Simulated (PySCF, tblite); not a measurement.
# C6H5FSi: geometry, infrared bands and NMR shifts

What infrared bands and NMR shifts should C6H5FSi (`C#CC1=CC(F)=C[SiH2]1`) show?

Computed with tblite 0.8.0 and PySCF 2.14.0, with density-fitted response routines of our own, on a single molecule in the gas phase. Atoms count from 0, in the outputs and in this text.

## Step 1: The molecule as given

13 atoms, charge 0, multiplicity 1; geometry from: force field or distance geometry start.

Bonds of the start (Å): C0–C1 1.21, C1–C2 1.40, C2–C3 1.34, C3–C4 1.45, C4–F5 1.34, C4–C6 1.35, C6–Si7 1.88, Si7–C2 1.88, C0–H8 1.06, C3–H9 1.10, C6–H10 1.08, Si7–H11 1.49, Si7–H12 1.48.

## Step 2: Optimising the geometry with GFN2-xTB

The job: settings as JSON, then the geometry in Å.

```
{"job": {"kind": "relax", "xc": "GFN2-xTB", "basis": "xTB"}, "charge": 0, "multiplicity": 1}
C      3.147700     0.443400     0.510800
C      1.960300     0.250000     0.351300
C      0.595500    -0.001000     0.195900
C     -0.180600    -0.810300     0.926200
C     -1.569600    -0.865500     0.530300
F     -2.450500    -1.643500     1.174600
C     -1.918100    -0.099000    -0.527700
Si    -0.413800     0.837900    -1.155000
H      4.185900     0.618200     0.650300
H      0.165900    -1.408400     1.775700
H     -2.901200    -0.014400    -0.964700
H     -0.049600     0.393900    -2.526400
H     -0.576200     2.299200    -0.959200
```

Command:

```sh
$ OMP_NUM_THREADS=1 python probes_run.py task.json out
```

The driver reads the jobs from task.json and runs them one after another.

**Question.** This job is followed by: GFN2-xTB harmonic vibrations, gas phase; GIAO PBE0/pcSseg-1 NMR shielding, non-relativistic, gas phase. Predict these results of the whole session: strongest single infrared mode (GFN2-xTB); zero-point energy (GFN2-xTB); 13C shifts against TMS (PBE0/pcSseg-1); 1H shifts against TMS (PBE0/pcSseg-1, means over atoms taken as alike); 19F shifts against CFCl3 (PBE0/pcSseg-1); 29Si shifts against TMS (PBE0/pcSseg-1); surface potential, 1st and 99th percentile.

The runs gave:

| quantity | value |
| --- | --- |
| strongest single infrared mode (GFN2-xTB) | 2277 cm⁻¹, 439 km/mol |
| zero-point energy (GFN2-xTB) | 50.4 kcal/mol |
| 13C shifts against TMS (PBE0/pcSseg-1) | 181.7, 156.7, 135.3, 101.0, 99.1, 87.0 ppm |
| 1H shifts against TMS (PBE0/pcSseg-1, means over atoms taken as alike) | 7.18, 4.97, 4.69, 3.62 ppm |
| 19F shifts against CFCl3 (PBE0/pcSseg-1) | -80.6 ppm |
| 29Si shifts against TMS (PBE0/pcSseg-1) | -42.3 ppm |
| surface potential, 1st and 99th percentile | -0.70 V and 1.53 V |

What this shows: Over 35 steps the energy fell by 0.110 eV; of the close pairs, Si7–H11 changed most, 1.487 to 1.462 Å. No mode is imaginary among the 33: a minimum at this level. Unscaled tight-binding wavenumbers are off by several per cent, some by more. Its intensities can rank the bands wrongly. At PBE0/pcSseg-1: The widest tensor belongs to C1: span 303 ppm, with a paramagnetic part of -144 ppm. At PBE0/pcSseg-1, counted by nearest atom on the grid, the HOMO lies on C6 26 %; C0, C2 about 17 % each, the LUMO on C2, C3 about 20 % each; C6 14 %.
